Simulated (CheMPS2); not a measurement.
# GeH2 (SMILES [H][Ge][H]): DMRG/ANO-RCC-MB

What is the vertical singlet–triplet gap of GeH2 at DMRG/ANO-RCC-MB? 

The calculation is run with CheMPS2 1.8.12.

3 further runs of the same task are left out: 3 set aside as unsound or not needed.

**1. The system as given**

GeH2: 3 atoms, total charge 0, spin state singlet. SMILES: `[H][Ge][H]`. Geometry: a GFN2-xTB relaxation, a rough one for these elements and not checked as a minimum.

Bond lengths: Ge1–H2 1.609 Å, Ge1–H3 1.607 Å. Angles: H2–Ge1–H3 86.5°.

**2. The energy at DMRG/ANO-RCC-MB**

Contents of integrals.py:

```python
from pyscf import ao2mo, cc, dft, gto, mcscf, mp, scf
from pyscf.tools import fcidump

geom = "mol.xyz"
mol = gto.M(
    atom=geom,
    basis="ano-rcc-mb",
    verbose=3,
    max_memory=2000,
)
print("basis functions                = %d" % (mol.nao))
mf = scf.RHF(mol)
mf.conv_tol = 1e-10
mf.max_cycle = 200
mf.kernel()
if not mf.converged:
    mf = mf.newton().run(mf.mo_coeff, mf.mo_occ)
print(f"E(HF)                          = {mf.e_tot:.10f}")
ref = mf
pt = mp.MP2(ref, frozen=9).run()
mycc = cc.CCSD(ref, frozen=9)
mycc.max_cycle = 150
mycc.kernel()
print(f"E(MP2)                         = {pt.e_tot:.10f}")
if mycc.converged:
    print(f"E(CCSD)                        = {mycc.e_tot:.10f}")
    print(f"CCSD(T) total energy           = {mycc.e_tot + mycc.ccsd_t():.10f}")
    print("T1                             = %.4f" % (mycc.get_t1_diagnostic()))
ks = dft.RKS(mol, xc="wb97x").set(conv_tol=1e-9, verbose=3).run()
if ks.converged:
    print(f"E(wB97X)                       = {ks.e_tot:.8f}")
ks = dft.RKS(mol, xc="tpss").set(conv_tol=1e-9, verbose=3).run()
if ks.converged:
    print(f"E(TPSS)                        = {ks.e_tot:.8f}")
ks = dft.RKS(mol, xc="b3lyp").set(conv_tol=1e-9, verbose=3).run()
if ks.converged:
    print(f"E(B3LYP)                       = {ks.e_tot:.8f}")
ks = dft.RKS(mol, xc="pbe0").set(conv_tol=1e-9, verbose=3).run()
if ks.converged:
    print(f"E(PBE0)                        = {ks.e_tot:.8f}")
ks = dft.RKS(mol, xc="hse06").set(conv_tol=1e-9, verbose=3).run()
if ks.converged:
    print("E(HSE06)                       = %.8f" % (ks.e_tot))
cas = mcscf.CASCI(mf, 11, 16)
h1, ecore = cas.get_h1eff()
fcidump.from_integrals("FCIDUMP", h1, cas.get_h2eff(), 11, 16, nuc=ecore, ms=0)
ci = mcscf.CASCI(mf, 11, (8, 8))
ci.fix_spin_(ss=0)
ci.fcisolver.conv_tol = 1e-10
ci.fcisolver.max_cycle = 200
ci.kernel()
print(f"exact diagonalisation          = {ci.e_tot:.10f}")
```

Contents of dmrg.input:

```
FCIDUMP = FCIDUMP
GROUP = 0
MULTIPLICITY = 1
NELECTRONS = 16
IRREP = 0
EXCITATION = 0
SWEEP_STATES = 25, 50, 100, 100
SWEEP_ENERGY_CONV = 1e-05, 1e-05, 1e-05, 1e-07
SWEEP_MAX_SWEEPS = 2, 2, 2, 6
SWEEP_NOISE_PREFAC = 0.05, 0.05, 0.005, 0.0
SWEEP_DVDSON_RTOL = 1e-04, 1e-04, 1e-04, 1e-05
NOCC = 0
NACT = 11
NVIR = 0
MOLCAS_FIEDLER = TRUE
PRINT_CORR = TRUE
TMP_FOLDER = .
```

The run is started by

```console
$ python integrals.py && chemps2 --file=dmrg.input
```

Standard output:

```text
$ python integrals.py
basis functions                = 20
converged SCF energy = -2063.14666493296
E(HF)                          = -2063.1466649330
E(RMP2) = -2063.17634057395  E_corr = -0.0296756409900321
E(SCS-RMP2) = -2063.18212684608  E_corr = -0.0354619131182628
E(CCSD) = -2063.193981958812  E_corr = -0.04731702584908355
E(MP2)                         = -2063.1763405740
E(CCSD)                        = -2063.1939819588
CCSD(T) correction = -0.000162453223899649
CCSD(T) total energy           = -2063.1941444120
T1                             = 0.0050
converged SCF energy = -2064.95229006331
E(wB97X)                       = -2064.95229006
converged SCF energy = -2064.86076509947
E(TPSS)                        = -2064.86076510
converged SCF energy = -2064.94532734599
E(B3LYP)                       = -2064.94532735
converged SCF energy = -2064.62169541543
E(PBE0)                        = -2064.62169542
converged SCF energy = -2064.62463638172
E(HSE06)                       = -2064.62463638
CASCI E = -2063.19427543815  E(CI) = -105.028218078432  S^2 = 0.0000000
exact diagonalisation          = -2063.1942754382

$ chemps2 --file=dmrg.input

Running chemps2 version 1.8.12 () with the following options:

   FCIDUMP            = FCIDUMP
   GROUP              = c1
   MULTIPLICITY       = 1
   NELECTRONS         = 16
   IRREP              = A
   EXCITATION         = 0
   SWEEP_STATES       = [ 25 ; 50 ; 100 ; 100 ]
   SWEEP_ENERGY_CONV  = [ 1e-05 ; 1e-05 ; 1e-05 ; 1e-07 ]
   SWEEP_MAX_SWEEPS   = [ 2 ; 2 ; 2 ; 6 ]
   SWEEP_NOISE_PREFAC = [ 0.05 ; 0.05 ; 0.005 ; 0 ]
   SWEEP_DVDSON_RTOL  = [ 0.0001 ; 0.0001 ; 0.0001 ; 1e-05 ]
[... 43 lines left out ...]
***     Maximum discarded weight = 0
[... 23 lines left out ...]
***     Maximum discarded weight = 3.59481336585599e-06
[... 7 lines left out ...]
***     Maximum discarded weight = 2.34238362832699e-06
[... 6 lines left out ...]
***     Maximum discarded weight = 2.38428381703618e-06
[... 13 lines left out ...]
***     Minimum energy           = -2063.19427492936
[... 6 lines left out ...]
***     Minimum energy           = -2063.19427537246
[... 7 lines left out ...]
***     Minimum energy           = -2063.19427537005
[... 6 lines left out ...]
***     Minimum energy           = -2063.1942753869
[... 8 lines left out ...]
***     Maximum discarded weight during the last sweep     = 7.80046914172704e-08
[... 6 lines left out ...]
***     Maximum discarded weight = 8.97843821200461e-14
[... 6 lines left out ...]
***     Maximum discarded weight = 2.46761515700854e-29
[... 13 lines left out ...]
***     Minimum energy           = -2063.19427543815
[... 6 lines left out ...]
***     Minimum energy           = -2063.19427543815
[... 8 lines left out ...]
***     Maximum discarded weight during the last sweep     = 1.53666637742985e-35
[... 57 lines left out ...]
--------------------------------------------------------
Density correlation function = < n_i n_j > - < n_i > * < n_j >
Hamiltonian index order is used!

   Columns 1 to 8

    0.000240    0.000006    0.000004    0.000002    0.000002    0.000112    0.000005    0.000070
    0.000006    0.000201    0.000002    0.000003    0.000004    0.000067    0.000011    0.000074
    0.000004    0.000002    0.000146    0.000003    0.000004    0.000063    0.000025    0.000014
[... 7 lines of this table left out ...]
   -0.000024   -0.000019   -0.000100   -0.000049   -0.000067   -0.012478   -0.030197   -0.018438

   Columns 9 to 11

   -0.000386   -0.000032   -0.000024
   -0.000183   -0.000166   -0.000019
   -0.000128   -0.000032   -0.000100
[... 7 lines of this table left out ...]
    0.000032    0.015427    0.045913

--------------------------------------------------------
Singlet diradical correlation function = < d_i,up d_j,down > + < d_i,down d_j,up > - < d_i,up > * < d_j,down > - < d_i,down > * < d_j,up >
Hamiltonian index order is used!

   Columns 1 to 8

   -0.000000    0.000002    0.000002    0.000002    0.000002    0.000111    0.000004    0.000076
    0.000002   -0.000000    0.000001    0.000002    0.000003    0.000063    0.000006    0.000074
    0.000002    0.000001   -0.000000    0.000002    0.000002    0.000057    0.000011    0.000012
[... 7 lines of this table left out ...]
    0.000007    0.000014    0.000061    0.000016    0.000033    0.002546    0.007779    0.005550

   Columns 9 to 11

    0.000010    0.000007    0.000007
    0.000103    0.000082    0.000014
    0.000074    0.000016    0.000061
[... 7 lines of this table left out ...]
    0.000079    0.015327   -0.000133

--------------------------------------------------------
Two-orbital mutual information = 0.5 * ( s1(i) + s1(j) - s2(i,j) ) * ( 1 - delta(i,j) )
Hamiltonian index order is used!

   Columns 1 to 8

    0           0.000017    0.000012    0.000005    0.000007    0.000489    0.000008    0.000421
    0.000017    0           0.000005    0.000007    0.000011    0.000146    0.000018    0.000165
    0.000012    0.000005    0           0.000008    0.000010    0.000144    0.000029    0.000030
[... 7 lines of this table left out ...]
    0.000020    0.000019    0.000183    0.000082    0.000098    0.016163    0.055979    0.028195

   Columns 9 to 11

    0.000390    0.000014    0.000020
    0.000778    0.000317    0.000019
    0.000543    0.000031    0.000183
[... 7 lines of this table left out ...]
    0.000726    0.052965    0

--------------------------------------------------------
```

Wall time 19 s (1 thread of Intel Xeon 6975P-C (Granite Rapids), shared host); peak memory 0.17 GiB.

**3. The triplet: the energy at DMRG/ANO-RCC-MB**

Contents of integrals.py:

```python
from pyscf import ao2mo, cc, dft, gto, mcscf, mp, scf
from pyscf.tools import fcidump

mol = gto.M(atom="""
Ge     0.00867384    -0.01710202    -1.47591390
H      2.07650665    -0.03367492     0.75294248
H     -2.08518050     0.05077694     0.72297142
""", basis="ano-rcc-mb", unit="bohr", spin=2, verbose=3, max_memory=2000)
print("nao = %d" % (mol.nao))
mf = scf.ROHF(mol)
mf.conv_tol = 1e-10
mf.max_cycle = 200
mf.kernel()
if not mf.converged:
    mf = mf.newton().run(mf.mo_coeff, mf.mo_occ)
print("reference energy = %.10f" % (mf.e_tot))
# single-reference ladder for comparison
ref = scf.UHF(mol).run(mf.make_rdm1(), conv_tol=1e-10)
pt = mp.MP2(ref, frozen=9).run()
mycc = cc.CCSD(ref, frozen=9)
mycc.max_cycle = 150
mycc.kernel()
print(f"E(MP2) = {pt.e_tot:.10f}")
if mycc.converged:
    print(f"E(CCSD) = {mycc.e_tot:.10f}")
    print("CCSD(T) total energy = %.10f" % (mycc.e_tot + mycc.ccsd_t()))
# a few density functionals on the same geometry and basis
ks = dft.UKS(mol, xc="wb97x").set(conv_tol=1e-9, verbose=3).run(mf.make_rdm1())
if ks.converged:
    print(f"E(wB97X) = {ks.e_tot:.8f}")
ks = dft.UKS(mol, xc="tpss").set(conv_tol=1e-9, verbose=3).run(mf.make_rdm1())
if ks.converged:
    print("E(TPSS) = %.8f" % (ks.e_tot))
ks = dft.UKS(mol, xc="b3lyp").set(conv_tol=1e-9, verbose=3).run(mf.make_rdm1())
if ks.converged:
    print(f"E(B3LYP) = {ks.e_tot:.8f}")
ks = dft.UKS(mol, xc="pbe0").set(conv_tol=1e-9, verbose=3).run(mf.make_rdm1())
if ks.converged:
    print("E(PBE0) = %.8f" % (ks.e_tot))
ks = dft.UKS(mol, xc="hse06").set(conv_tol=1e-9, verbose=3).run(mf.make_rdm1())
if ks.converged:
    print(f"E(HSE06) = {ks.e_tot:.8f}")
# CCSD natural orbitals
occ_no, mo = mcscf.addons.make_natural_orbitals(cc.CCSD(mf.to_uhf(), frozen=9).run())
mf.mo_coeff = mo
# write the integrals of the correlated orbitals
cas = mcscf.CASCI(mf, 11, 16)
h1, ecore = cas.get_h1eff()
fcidump.from_integrals("FCIDUMP", h1, cas.get_h2eff(), 11, 16, nuc=ecore, ms=2)
# exact diagonalisation in the same space
ci = mcscf.CASCI(mf, 11, (9, 7))
ci.fix_spin_(ss=2)
ci.fcisolver.conv_tol = 1e-10
ci.fcisolver.max_cycle = 200
ci.kernel()
print(f"FCI energy = {ci.e_tot:.10f}")
```

Contents of dmrg.input:

```
FCIDUMP = FCIDUMP
GROUP = 0
MULTIPLICITY = 3
NELECTRONS = 16
IRREP = 0
EXCITATION = 0
SWEEP_STATES = 50, 75, 100, 100
SWEEP_ENERGY_CONV = 1e-04, 1e-04, 1e-04, 1e-06
SWEEP_MAX_SWEEPS = 2, 3, 3, 6
SWEEP_NOISE_PREFAC = 0.05, 0.05, 0.005, 0.0
SWEEP_DVDSON_RTOL = 1e-04, 1e-04, 1e-04, 1e-05
NOCC = 0
NACT = 11
NVIR = 0
MOLCAS_FIEDLER = TRUE
PRINT_CORR = TRUE
TMP_FOLDER = .
```

The run is started by

```console
$ python integrals.py && chemps2 --file=dmrg.input
```

Standard output:

```text
$ python integrals.py
nao = 20
converged SCF energy = -2063.11802520214
reference energy = -2063.1180252021
converged SCF energy = -2063.1183767522  <S^2> = 2.0029781  2S+1 = 3.0019848
E(UMP2) = -2063.14241823544  E_corr = -0.0240414832394494
E(SCS-UMP2) = -2063.14682183637  E_corr = -0.0284450841707168
E(UCCSD) = -2063.158243499333  E_corr = -0.03986674713515737
E(MP2) = -2063.1424182354
E(CCSD) = -2063.1582434993
UCCSD(T) correction = -0.000250485709532943
CCSD(T) total energy = -2063.1584939850
converged SCF energy = -2064.8930455977  <S^2> = 2.0005378  2S+1 = 3.0003585
E(wB97X) = -2064.89304560

WARN: HOMO -0.192827968815241 >= LUMO -0.221802668662774

WARN: HOMO -0.183891983010819 >= LUMO -0.212120623013448

WARN: HOMO -0.18722100992296 >= LUMO -0.215383955196274

WARN: HOMO -0.187030383284008 >= LUMO -0.215229950674952

WARN: HOMO -0.187004227852367 >= LUMO -0.215176424624321

WARN: HOMO -0.187002744975568 >= LUMO -0.21517884375751

WARN: HOMO -0.18700265326988 >= LUMO -0.21518005536365

converged SCF energy = -2064.81290404393  <S^2> = 2.0002271  2S+1 = 3.0001514
E(TPSS) = -2064.81290404
converged SCF energy = -2064.8910382105  <S^2> = 2.0000994  2S+1 = 3.0000663
E(B3LYP) = -2064.89103821
converged SCF energy = -2064.57587277082  <S^2> = 2.000278  2S+1 = 3.0001853
E(PBE0) = -2064.57587277
converged SCF energy = -2064.57702582835  <S^2> = 2.0001578  2S+1 = 3.0001052
E(HSE06) = -2064.57702583
E(UCCSD) = -2063.158234113125  E_corr = -0.04020891098704324
CASCI E = -2063.15865079354  E(CI) = -104.987543113973  S^2 = 2.0000000
FCI energy = -2063.1586507935

$ chemps2 --file=dmrg.input

Running chemps2 version 1.8.12 () with the following options:

[... 54 lines left out ...]
***     Maximum discarded weight = 0
[... 23 lines left out ...]
***     Maximum discarded weight = 6.04217494948104e-09
[... 7 lines left out ...]
***     Maximum discarded weight = 2.68861508246363e-07
[... 6 lines left out ...]
***     Maximum discarded weight = 2.39243503617183e-07
[... 13 lines left out ...]
***     Minimum energy           = -2063.1586504267
[... 6 lines left out ...]
***     Minimum energy           = -2063.1586507165
[... 8 lines left out ...]
***     Maximum discarded weight during the last sweep     = 3.74629176239831e-08
[... 6 lines left out ...]
***     Maximum discarded weight = 4.13169024394397e-09
[... 6 lines left out ...]
***     Maximum discarded weight = 4.16512015940382e-09
[... 13 lines left out ...]
***     Minimum energy           = -2063.15865079001
[... 6 lines left out ...]
***     Minimum energy           = -2063.15865079012
[... 8 lines left out ...]
***     Maximum discarded weight during the last sweep     = 4.63883783355986e-09
[... 57 lines left out ...]
--------------------------------------------------------
Density correlation function = < n_i n_j > - < n_i > * < n_j >
Hamiltonian index order is used!

   Columns 1 to 8

    0.000068    0.000003    0.000004    0.000001    0.000002    0.000004    0.000004   -0.000000
    0.000003    0.000081    0.000003    0.000003    0.000001    0.000032    0.000010   -0.000001
    0.000004    0.000003    0.000092    0.000002    0.000002    0.000030    0.000005    0.000014
[... 7 lines of this table left out ...]
   -0.000046   -0.000071   -0.000018   -0.000101   -0.000054   -0.021611   -0.033142   -0.001106

   Columns 9 to 11

   -0.000007   -0.000034   -0.000046
   -0.000045   -0.000016   -0.000071
   -0.000056   -0.000077   -0.000018
[... 7 lines of this table left out ...]
    0.000021    0.011634    0.044495

--------------------------------------------------------
Singlet diradical correlation function = < d_i,up d_j,down > + < d_i,down d_j,up > - < d_i,up > * < d_j,down > - < d_i,down > * < d_j,up >
Hamiltonian index order is used!

   Columns 1 to 8

   -0.000000    0.000002    0.000001    0.000001    0.000002    0.000004    0.000003   -0.000007
    0.000002   -0.000000    0.000002    0.000001    0.000001    0.000026    0.000005   -0.000004
    0.000001    0.000002   -0.000000    0.000002    0.000001    0.000025    0.000003   -0.000012
[... 7 lines of this table left out ...]
    0.000016    0.000032    0.000010    0.000046    0.000020    0.004878    0.006135   -0.003805

   Columns 9 to 11

    0.000007    0.000007    0.000016
   -0.000033    0.000008    0.000032
   -0.000039    0.000044    0.000010
[... 7 lines of this table left out ...]
   -0.000237    0.011495   -0.000188

--------------------------------------------------------
Two-orbital mutual information = 0.5 * ( s1(i) + s1(j) - s2(i,j) ) * ( 1 - delta(i,j) )
Hamiltonian index order is used!

   Columns 1 to 8

    0           0.000009    0.000012    0.000005    0.000008    0.000017    0.000013    0.000012
    0.000009    0           0.000009    0.000010    0.000004    0.000055    0.000010    0.000007
    0.000012    0.000009    0           0.000005    0.000005    0.000052    0.000015    0.000044
[... 7 lines of this table left out ...]
    0.000074    0.000111    0.000018    0.000153    0.000063    0.031630    0.041753    0.017980

   Columns 9 to 11

    0.000026    0.000028    0.000074
    0.000296    0.000013    0.000111
    0.000352    0.000141    0.000018
[... 7 lines of this table left out ...]
    0.000089    0.029794    0

--------------------------------------------------------
```

Wall time 23 s (1 thread of Intel Xeon 6975P-C (Granite Rapids), shared host); peak memory 0.18 GiB.

**4. Results**

Level: DMRG/ANO-RCC-MB, 9 core orbitals frozen.

```
                                              quantity           value
                  run 1, DMRG/ANO-RCC-MB: total energy  -2063.19428 Eh
run 1, DMRG/ANO-RCC-MB: T1 diagnostic of the CCSD step           0.005
                                 triplet: total energy  -2063.15865 Eh
      vertical energy of the triplet above the singlet        0.969 eV
```

**Reading.** At this shape the triplet lies 0.97 eV (22.4 kcal/mol) above the singlet. In a minimal basis such a difference can be off by several eV, whatever the method. The basis (run 1, DMRG/ANO-RCC-MB) was made for a relativistic Hamiltonian, but the run is non-relativistic. The basis (triplet) was made for a relativistic Hamiltonian, but the run is non-relativistic.
